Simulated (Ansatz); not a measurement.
# C₂H₈GeSSi: small, medium and large basis sets

Aim: see how fast density functionals converge with the basis set for C₂H₈GeSSi.

The runs use Ansatz 0.2.0, Gaussian basis; one geometry, several basis sets.

Plan: PBE0-D4/def2-SVP; ωB97M-V/def2-SVP; PBE0-D4/def2-QZVPP; ωB97M-V/def2-QZVPP; the functionals' def2-TZVPP values are taken from earlier runs.

## 1. Structure used throughout

An earlier PBE0-D4 in a triple-zeta def2 set relaxation fixed the geometry.

13 atoms, charge 0, spin multiplicity 1.

Atoms are counted from 1 here; the program's logs count them from 0.

Bond lengths: C1–C2 1.329 Å, C1–H6 1.087 Å, C1–H7 1.086 Å, C2–Si3 1.860 Å, C2–H8 1.090 Å, Si3–S4 2.132 Å, Si3–H9 1.486 Å, Si3–H10 1.488 Å, S4–Ge5 2.229 Å, Ge5–H11 1.536 Å, Ge5–H12 1.536 Å, Ge5–H13 1.534 Å. Angles: C2–C1–H6 121.4°, C2–C1–H7 122.1°, H6–C1–H7 116.5°, C1–C2–Si3 124.1°, C1–C2–H8 118.4°, Si3–C2–H8 117.6°, C2–Si3–S4 112.2°, C2–Si3–H9 111.0°, C2–Si3–H10 109.0°, S4–Si3–H9 105.6°, S4–Si3–H10 110.4°, H9–Si3–H10 108.6°, Si3–S4–Ge5 98.5°, S4–Ge5–H11 110.0°, S4–Ge5–H12 109.0°, S4–Ge5–H13 106.4°, H11–Ge5–H12 110.2°, H11–Ge5–H13 110.0° and more.

## 2. PBE0-D4 in def2-SVP

in.yaml

```yaml
crystal:
  periodic: [false, false, false]
  atoms:
    - {symbol: C, position_ang: [-1.071235, -0.470971, 1.589287]}
    - {symbol: C, position_ang: [0.220193, -0.762486, 1.467718]}
    - {symbol: Si, position_ang: [1.054209, -1.144167, -0.150206]}
    - {symbol: S, position_ang: [-0.193806, -0.705145, -1.822123]}
    - {symbol: Ge, position_ang: [-0.298331, 1.508810, -1.583291]}
    - {symbol: H, position_ang: [-1.728589, -0.440305, 0.724674]}
    - {symbol: H, position_ang: [-1.526904, -0.257174, 2.551855]}
    - {symbol: H, position_ang: [0.833857, -0.780891, 2.368362]}
    - {symbol: H, position_ang: [1.372143, -2.591997, -0.258173]}
    - {symbol: H, position_ang: [2.323117, -0.372023, -0.233784]}
    - {symbol: H, position_ang: [-1.564849, 1.895245, -0.805293]}
    - {symbol: H, position_ang: [0.952563, 1.990591, -0.834126]}
    - {symbol: H, position_ang: [-0.352069, 2.095714, -3.000001]}
basis:
  gaussian: {orbitals: def2-SVP}
hamiltonian: {xc: pbe0, dispersion: d4}
output: {orbitals: {seedname: orbitals}}
```

The runs that follow: ωB97M-V in def2-SVP; PBE0-D4 in def2-QZVPP; ωB97M-V in def2-QZVPP.

**Question.** What will the summary of the whole plan be? Wanted: PBE0-D4: double and triple zeta above quadruple; ωB97M-V: double and triple zeta above quadruple.

As calculated:

| quantity | value |
| --- | --- |
| PBE0-D4: double and triple zeta above quadruple | 18.00, 1.94 eV |
| ωB97M-V: double and triple zeta above quadruple | 18.06, 1.87 eV |

PBE0-D4 gains 16.06 eV from double to triple zeta, then 1.94 eV more. These are total energies; as a rule much of such shifts cancels in differences, which this series doesn't test. The LUMO of ωB97M-V is positive and keeps falling with the basis (1.67 to 1.13 eV): an unbound level that the basis holds in place.
